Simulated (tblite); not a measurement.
# C4H6BCl2Ga: the cost of one run

Computed with tblite 0.8.0 and PySCF 2.14.0, with density-fitted response routines of our own, on a single molecule in the gas phase. Atoms count from 0, in the outputs and in this text.

### 1 The molecule as given

14 atoms, charge 0, multiplicity 1; geometry from: force field or distance geometry start.

Bonds of the start (Å): C0–C1 1.23, C1–C2 1.43, C2–C3 1.34, C3–B4 1.55, B4–Cl5 1.83, Cl5–Ga6 2.22, Ga6–Cl7 2.20, Cl7–B4 1.84, C0–H8 1.06, C2–H9 1.09, C3–H10 1.10, B4–H11 1.21, Ga6–H12 1.60, Ga6–H13 1.58.

### 2 Relaxing the molecule with GFN2-xTB

Job settings and geometry (Å):

```
{"job": {"kind": "relax", "xc": "GFN2-xTB", "basis": "xTB"}, "charge": 0, "multiplicity": 1}
C      4.010300     0.488100    -1.228600
C      2.890300     0.594300    -0.732900
C      1.603700     0.686700    -0.115800
C      0.632600    -0.106900    -0.576400
B     -0.814700    -0.139400    -0.026100
Cl    -1.100300     0.284600     1.726600
Ga    -3.221800     0.568800     1.143500
Cl    -1.908100     1.277600    -0.469600
H      4.969700     0.390400    -1.665900
H      1.368000     1.387200     0.681500
H      0.881700    -0.818000    -1.380900
H     -1.367800    -1.187100    -0.263800
H     -3.988700    -0.810300     0.874300
H     -3.955700     1.663600     2.012000
```

The run is started by

```bash
OMP_NUM_THREADS=1 python probes_run.py task.json out
```

One launch serves the whole session: the jobs run in the order shown.

Q: Estimate the wall time and peak memory of this first job on 1 thread of Arm Neoverse N1, shared host.

About 2.1 s, with a peak of 0.18 GiB.
